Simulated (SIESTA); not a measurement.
The system is NiMoIrPdW.

```
CELL_PARAMETERS angstrom
4.14670 0.00000 0.00000
-2.07335 3.59115 0.00000
0.00000 0.00000 5.41629
ATOMIC_POSITIONS crystal
Ni 0.00000 0.00000 0.02221
Mo 0.66667 0.33333 0.45996
Pd 0.33333 0.66667 0.74601
Ir 0.33333 0.66667 0.25641
W 0.66667 0.33333 0.99985
```

The cell was built by a generator and needn't be a form met in nature.

Program: SIESTA 5.4.2. Alike in all runs: spin collinear, ferromagnetic start; cell as given; k mesh 7 × 7 × 5; smearing fermi-dirac 0.05 eV; grid cutoff 800 Ry; energy shift 0.003 Ry.

Question: Order these runs on this cell by their pressure, lowest first.
A. level LDA; potentials or basis PseudoDojo 0.4 standard (LDA files), DZP (energy shift 0.003 Ry; two zetas on semicore shells)
B. level PBE; potentials or basis PseudoDojo 0.4 standard (PBE files), DZP (energy shift 0.003 Ry; two zetas on semicore shells); hubbard projector method 1; U from the first cycle yes; broadening (eV) 0.2 eV; window from (eV) -25 eV; window to (eV) 5 eV
C. level PBE+U; potentials or basis PseudoDojo 0.4 standard (PBE files), DZP (energy shift 0.003 Ry; two zetas on semicore shells); U Ir d U = 2 eV, Mo d U = 2 eV, Ni d U = 2 eV, Pd d U = 2 eV, W d U = 2 eV; hubbard projector method 1; U from the first cycle yes; broadening (eV) 0.2 eV; window from (eV) -25 eV; window to (eV) 5 eV
D. level RPBE; potentials or basis PseudoDojo 0.4 standard (PBE files), DZP (energy shift 0.003 Ry; two zetas on semicore shells)
E. level BLYP; potentials or basis PseudoDojo 0.4 standard (PBE files), DZP (energy shift 0.003 Ry; two zetas on semicore shells)

Answer: A (-10.1 GPa), C (1.0 GPa), B (2.9 GPa), D (6.6 GPa), E (12.2 GPa).

Caveats: short orbitals over semicore shells can move pressures by several GPa; the basis of atomic orbitals isn't converged, which shifts pressures, moduli and gaps; the potentials were made for another functional, which shifts forces and pressure (some runs); the U is typed as a test and isn't derived for this compound (some runs).

Not every run made on this cell is shown here.
